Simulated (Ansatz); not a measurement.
Geometry optimisation, Ansatz, DFT PBE, scalar-relativistic, plane waves, PAW.

The input (input.yaml):

```yaml
accuracy: low
crystal:
  lattice:
    - [6.6, 0.0, 0.0]
    - [0.0, 6.6, 0.0]
    - [0.0, 0.0, 6.6]
  atoms:
    - { symbol: Nb, position: [0.0, 0.0, 0.0] }
    - { symbol: Nb, position: [0.5, 0.0, 0.0] }
    - { symbol: Nb, position: [0.0, 0.5, 0.0] }
    - { symbol: Nb, position: [0.0, 0.0, 0.5] }
    - { symbol: Nb, position: [0.25, 0.25, 0.25] }
    - { symbol: Nb, position: [0.5, 0.5, 0.0] }
    - { symbol: Nb, position: [0.5, 0.0, 0.5] }
    - { symbol: Nb, position: [0.75, 0.25, 0.25] }
    - { symbol: Nb, position: [0.0, 0.5, 0.5] }
    - { symbol: Nb, position: [0.25, 0.75, 0.25] }
    - { symbol: Nb, position: [0.25, 0.25, 0.75] }
    - { symbol: Nb, position: [0.5, 0.5, 0.5] }
    - { symbol: Nb, position: [0.75, 0.75, 0.25] }
    - { symbol: Nb, position: [0.75, 0.25, 0.75] }
    - { symbol: Nb, position: [0.25, 0.75, 0.75] }
    - { symbol: Nb, position: [0.75, 0.75, 0.75] }
    - { symbol: Cu, position: [0.5061669, 0.6204417, 0.746334] }
basis:
  ecutwfc: 420.0
kpoints:
  mp_grid: { grid: [2, 2, 2] }
hamiltonian:
  xc: pbe
scf:
  occupations: { method: fermi_dirac, width: 0.05 }
  lower_state_search: "off"
relax:
  f_tol: 0.08
  max_steps: 25
  adjacent_minimum: "off"
output:
  write_density: true
  write_potential: true
  elf: true
  volumetric_format: npy
```

Run as:

```bash
$ ansatz run input.yaml --threads 2 --pin off --max-ram 5120MiB --backend cpu --events-out ev --progress --plain --runs-dir out
```

Question: Where does it end, and by what steps?

Answer: The forces met the threshold. Limits of this set-up: coarse k mesh, a small cell, in which the defect meets its images, a typed lattice constant that wasn't relaxed here, low accuracy level. After 9 steps the energy has fallen by 12.887 eV; Nb16 moved furthest, 0.70 Å. The start is strongly strained (largest force component 19 eV/Å).

```tsv
step	energy less start (eV)	largest force component (eV/Å)	accepted
0	0.0000	19.494	yes
1	-9.7452	7.037	yes
2	-12.0944	1.488	yes
3	-12.4984	0.325	yes
4	-12.5906	0.376	yes
5	-12.6794	0.768	yes
6	-12.7466	0.635	yes
7	-12.8694	0.220	yes
8	-12.8850	0.147	yes
9	-12.8871	0.029	yes
```

```xyz
17
Lattice="6.6000 0.0000 0.0000 0.0000 6.6000 0.0000 0.0000 0.0000 6.6000" Properties=species:S:1:pos:R:3
Nb 0.075 0.120 0.131
Nb 3.299 -0.027 0.025
Nb -0.065 3.342 0.030
Nb 0.025 0.071 3.293
Nb 1.516 1.559 1.594
Nb 3.197 3.238 0.142
Nb 3.262 -0.077 3.329
Nb 4.884 1.607 1.656
Nb -0.122 3.307 3.330
Nb 1.567 4.923 1.659
Nb 1.629 1.673 4.949
Nb 2.940 2.972 2.903
Nb 4.898 4.941 1.734
Nb 4.938 1.648 4.983
Nb 1.592 4.983 4.984
Nb 5.394 5.428 5.213
Cu 3.912 3.988 4.569
```

Whether the end is a true minimum wasn't checked by a vibrational analysis.

Time of the run: 46 s on 2 threads of Intel(R) Xeon(R) 6975P-C (Granite Rapids), on a shared host, peak memory 0.93 GiB.
